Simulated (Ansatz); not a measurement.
# Sb2MoC3: the cost of one run

Computed with Ansatz 0.2.0 (DFT PBE, scalar-relativistic, plane waves, PAW, unless a step's input says otherwise).

## (1) The structure to begin with

The structure is hexagonal, space group P6/mmm (No. 191). The conventional cell has a = 5.897 Å, b = 5.897 Å, c = 3.563 Å, α = 90.00°, β = 90.00°, γ = 120.00°. Around Sb (site symmetry -6m2) lie 6 C at 2.46 Å. Around Mo (site symmetry 6/mmm) lie 6 Sb at 3.40 Å and 12 C at 3.44 Å and 2 Mo at 3.56 Å. C (site symmetry mmm) has 4 Sb at 2.46 Å and 4 Mo at 3.44 Å as nearest neighbours.

As a file:

```xyz
6
Lattice="5.8975 0.0000 0.0000 -2.9487 5.1074 0.0000 0.0000 0.0000 3.5625" Properties=species:S:1:pos:R:3 pbc="T T T"
Sb    0.0000    3.4049    0.0000
Sb    2.9487    1.7025    0.0000
Mo    0.0000    0.0000    0.0000
C     2.9487    0.0000    1.7813
C     1.4744    2.5537    1.7813
C    -1.4744    2.5537    1.7813
```

The cell is invented: species swapped into a database cell of ErCo3B2 (P6/mmm, No. 191), with Mo on the Er sites, C on the Co sites and Sb on the B sites. Its size is a rough estimate.

## (2) A first look at the guess

Input file input.yaml:

```yaml
crystal:
  lattice:
    - [5.89748831, 0.0, 0.0]
    - [-2.94874415, 5.10737469, 0.0]
    - [0.0, 0.0, 3.56252682]
  atoms:
    - { symbol: Sb, position: [0.33333333, 0.66666667, 0.0] }
    - { symbol: Sb, position: [0.66666667, 0.33333333, 0.0] }
    - { symbol: Mo, position: [0.0, 0.0, 0.0] }
    - { symbol: C, position: [0.5, 0.0, 0.5] }
    - { symbol: C, position: [0.5, 0.5, 0.5] }
    - { symbol: C, position: [0.0, 0.5, 0.5] }
basis:
  ecutwfc: 420
kpoints:
  mp_grid: { grid: [3, 3, 6] }
hamiltonian:
  xc: pbe
scf:
  occupations: { method: gaussian, width: 0.1 }
  lower_state_search: "off"
output:
  forces: true
  stress: true
  eigenvalues: true
```

Command:

```bash
$ ansatz run input.yaml --threads 1 --pin off --max-ram 2048MiB --backend cpu --events-out ev --progress --plain --runs-dir out
```

Q: Estimate wall time and peak memory on 1 thread of Arm Neoverse V1, shared host.

About 2.7 s, with a peak of 0.36 GiB.
